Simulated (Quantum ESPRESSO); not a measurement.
# WAu (F-43m) in Quantum ESPRESSO: equation of state, part 2 of 2

Quantum ESPRESSO 7.5. Earlier steps stand in the parts before.

## Step 3: Single point, PBE, 19.92 Å³/atom

pw.in

```
&CONTROL
  calculation = 'scf'
  prefix = 'pwscf'
  outdir = './tmp'
  pseudo_dir = './pseudo'
  tstress = .true.
  disk_io = 'nowf'
/
&SYSTEM
  ibrav = 0
  nat = 2
  ntyp = 2
  ecutwfc = 60
  ecutrho = 440
  nbnd = 24
  occupations = 'smearing'
  smearing = 'fd'
  degauss = 0.00367493
/
&ELECTRONS
  conv_thr = 4d-10
  electron_maxstep = 120
  mixing_beta = 0.5
/
ATOMIC_SPECIES
W    183.8400 W_pbe_v1.2.uspp.F.UPF
Au   196.9666 Au_ONCV_PBE-1.0.oncvpsp.upf
CELL_PARAMETERS angstrom
   0.0000000000    2.7108398524    2.7108398524
   2.7108398524    0.0000000000    2.7108398524
   2.7108398524    2.7108398524    0.0000000000
ATOMIC_POSITIONS crystal
W      0.0000000000    0.0000000000    0.0000000000
Au     0.7500000000    0.7500000000    0.7500000000
K_POINTS automatic
8 8 8 0 0 0
```

Potentials or basis: SSSP 1.3 efficiency PBE.

Launch:

```sh
$ OMP_NUM_THREADS=1 pw.x -in pw.in > pw.out
```

It took 36 s on 1 thread of Arm Neoverse V1, shared host; peak memory 0.34 GiB.

The run converged. Its results:

```
Free energy            : -5897.4473 eV
Pressure               : 45.0 GPa
Band gap on the k mesh : none (metal or under the smearing width)
```

## Step 4: Single point, PBE, 20.34 Å³/atom

Edit pw.in of step 3 so:

```diff
@@ -28,5 +28,5 @@
 CELL_PARAMETERS angstrom
-   0.0000000000    2.7108398524    2.7108398524
-   2.7108398524    0.0000000000    2.7108398524
-   2.7108398524    2.7108398524    0.0000000000
+   0.0000000000    2.7295358905    2.7295358905
+   2.7295358905    0.0000000000    2.7295358905
+   2.7295358905    2.7295358905    0.0000000000
 ATOMIC_POSITIONS crystal
```

Launch:

```sh
$ OMP_NUM_THREADS=1 pw.x -in pw.in > pw.out
```

Run time: 37 s. Hardware: 1 thread of Arm Neoverse V1, shared host; peak memory 0.34 GiB.

Results (log left out):

- Free energy: -5897.6638 eV
- Pressure: 38.6 GPa
- Band gap on the k mesh: none (metal or under the smearing width)

## Step 5: Single point, PBE, 20.75 Å³/atom

Edit pw.in of step 4 so:

```diff
@@ -28,5 +28,5 @@
 CELL_PARAMETERS angstrom
-   0.0000000000    2.7295358905    2.7295358905
-   2.7295358905    0.0000000000    2.7295358905
-   2.7295358905    2.7295358905    0.0000000000
+   0.0000000000    2.7479792600    2.7479792600
+   2.7479792600    0.0000000000    2.7479792600
+   2.7479792600    2.7479792600    0.0000000000
 ATOMIC_POSITIONS crystal
```

Potentials or basis: SSSP 1.3 efficiency PBE.

Launch:

```sh
$ OMP_NUM_THREADS=1 pw.x -in pw.in > pw.out
```

pw.out:

```text
This program is part of the open-source Quantum ESPRESSO suite
     for quantum simulation of materials; please cite
         "P. Giannozzi et al., J. Phys.:Condens. Matter 21 395502 (2009);
         "P. Giannozzi et al., J. Phys.:Condens. Matter 29 465901 (2017);
         "P. Giannozzi et al., J. Chem. Phys. 152 154105 (2020);
     in publications or presentations arising from this work. More details at

     Message from routine setup:
     using ibrav=0 with symmetry is DISCOURAGED, use correct ibrav instead

     G-vector sticks info
     --------------------
     sticks:   dense  smooth     PW     G-vecs:    dense   smooth      PW
     Sum        1639     889    265                43655    17477    2891

     Using Slab Decomposition

     bravais-lattice index     =            0
     lattice parameter (alat)  =       7.3439  a.u.
     unit-cell volume          =     280.0702 (a.u.)^3
     number of atoms/cell      =            2
     number of atomic types    =            2
[... 360 lines left out ...]

   -91.2487 -57.6002 -42.6180 -42.6174 -42.6002 -21.9391 -21.8953 -21.8900
     9.2184   9.3430   9.8993  10.1872  10.7044  12.1625  13.7093  16.2666
    17.7636  18.4894  18.7372  19.2718  19.9499  20.8663  27.9711  28.5843

          k =-0.7071 0.3536 0.0000 (  2208 PWs)   bands (ev):

   -91.2487 -57.6002 -42.6186 -42.6174 -42.5996 -21.9320 -21.9024 -21.8900
     9.2122   9.2573   9.8404  10.4580  10.5702  12.1030  14.6563  15.1787
    17.6430  18.5727  18.9689  19.1894  19.5448  21.0329  29.9416  30.1779

     the Fermi energy is    16.4469 ev

!    total energy              =    -433.48391895 Ry
     estimated scf accuracy    <          2.1E-11 Ry
     smearing contrib. (-TS)   =      -0.00119271 Ry
     internal energy E=F+TS    =    -433.48272624 Ry

     The total energy is F=E-TS. E is the sum of the following terms:
     one-electron contribution =    -180.12354016 Ry
     hartree contribution      =     100.15705951 Ry
     xc contribution           =     -66.54923989 Ry
     ewald contribution        =    -286.96700570 Ry

     convergence has been achieved in   9 iterations

     Computing stress (Cartesian axis) and pressure

     negative rho (up, down):  6.504E-02 0.000E+00
          total   stress  (Ry/bohr**3)                   (kbar)     P=      329.18
   0.00223774   0.00000000   0.00000000          329.18        0.00        0.00
   0.00000000   0.00223774   0.00000000            0.00      329.18        0.00
   0.00000000   0.00000000   0.00223774            0.00        0.00      329.18

=------------------------------------------------------------------------------=
   JOB DONE.
=------------------------------------------------------------------------------=
```

Wall time 40 s (1 thread of Arm Neoverse V1, shared host); peak memory 0.35 GiB.

What came out:

- Free energy: -5897.8492 eV
- Pressure: 32.9 GPa
- Band gap on the k mesh: none (metal or under the smearing width)

## Step 6: Single point, PBE, 21.17 Å³/atom

Edit pw.in of step 5 so:

```diff
@@ -28,5 +28,5 @@
 CELL_PARAMETERS angstrom
-   0.0000000000    2.7479792600    2.7479792600
-   2.7479792600    0.0000000000    2.7479792600
-   2.7479792600    2.7479792600    0.0000000000
+   0.0000000000    2.7661783285    2.7661783285
+   2.7661783285    0.0000000000    2.7661783285
+   2.7661783285    2.7661783285    0.0000000000
 ATOMIC_POSITIONS crystal
```

Potentials or basis: SSSP 1.3 efficiency PBE.

Launch:

```sh
$ OMP_NUM_THREADS=1 pw.x -in pw.in > pw.out
```

Run time: 42 s. Hardware: 1 thread of Arm Neoverse V1, shared host; peak memory 0.36 GiB.

Results (log left out):

```yaml
Free_energy: -5898.0063 eV
Pressure: 27.7 GPa
Band_gap_on_the_k_mesh: none (metal or under the smearing width)
```

## Step 7: Single point, PBE, 21.58 Å³/atom

Edit pw.in of step 6 so:

```diff
@@ -28,5 +28,5 @@
 CELL_PARAMETERS angstrom
-   0.0000000000    2.7661783285    2.7661783285
-   2.7661783285    0.0000000000    2.7661783285
-   2.7661783285    2.7661783285    0.0000000000
+   0.0000000000    2.7841410288    2.7841410288
+   2.7841410288    0.0000000000    2.7841410288
+   2.7841410288    2.7841410288    0.0000000000
 ATOMIC_POSITIONS crystal
```

Launch:

```sh
$ OMP_NUM_THREADS=1 pw.x -in pw.in > pw.out
```

Wall time 42 s (1 thread of Arm Neoverse V1, shared host); peak memory 0.36 GiB.

Results (log left out):

| Item | Value |
| --- | --- |
| Free energy | -5898.1380 eV |
| Pressure | 23.1 GPa |
| Band gap on the k mesh | none (metal or under the smearing width) |

## Step 8: Single point, PBE, 22.00 Å³/atom

Edit pw.in of step 7 so:

```diff
@@ -28,5 +28,5 @@
 CELL_PARAMETERS angstrom
-   0.0000000000    2.7841410288    2.7841410288
-   2.7841410288    0.0000000000    2.7841410288
-   2.7841410288    2.7841410288    0.0000000000
+   0.0000000000    2.8018748892    2.8018748892
+   2.8018748892    0.0000000000    2.8018748892
+   2.8018748892    2.8018748892    0.0000000000
 ATOMIC_POSITIONS crystal
```

Launch:

```sh
$ OMP_NUM_THREADS=1 pw.x -in pw.in > pw.out
```

Wall time 43 s (1 thread of Arm Neoverse V1, shared host); peak memory 0.37 GiB.

The run converged. Its results:

```yaml
Free_energy: -5898.2466 eV
Pressure: 18.8 GPa
Band_gap_on_the_k_mesh: none (metal or under the smearing width)
```

## Step 9: Equation of state, PBE

Potentials or basis: SSSP 1.3 efficiency PBE.

No new run: the results of the series are fitted here.

Results:

| Quantity | Value |
| --- | --- |
| Equilibrium volume | outside the volumes run |

Energy against volume, from the lowest point:
| volume (Å³/atom) | energy (meV/atom) |
| --- | --- |
| 19.506 | 525.20 |
| 19.921 | 399.67 |
| 20.336 | 291.40 |
| 20.751 | 198.72 |
| 21.166 | 120.14 |
| 21.581 | 54.30 |
| 21.996 | 0.00 |

Spin-orbit coupling is left out, which matters for the levels of Au, W.
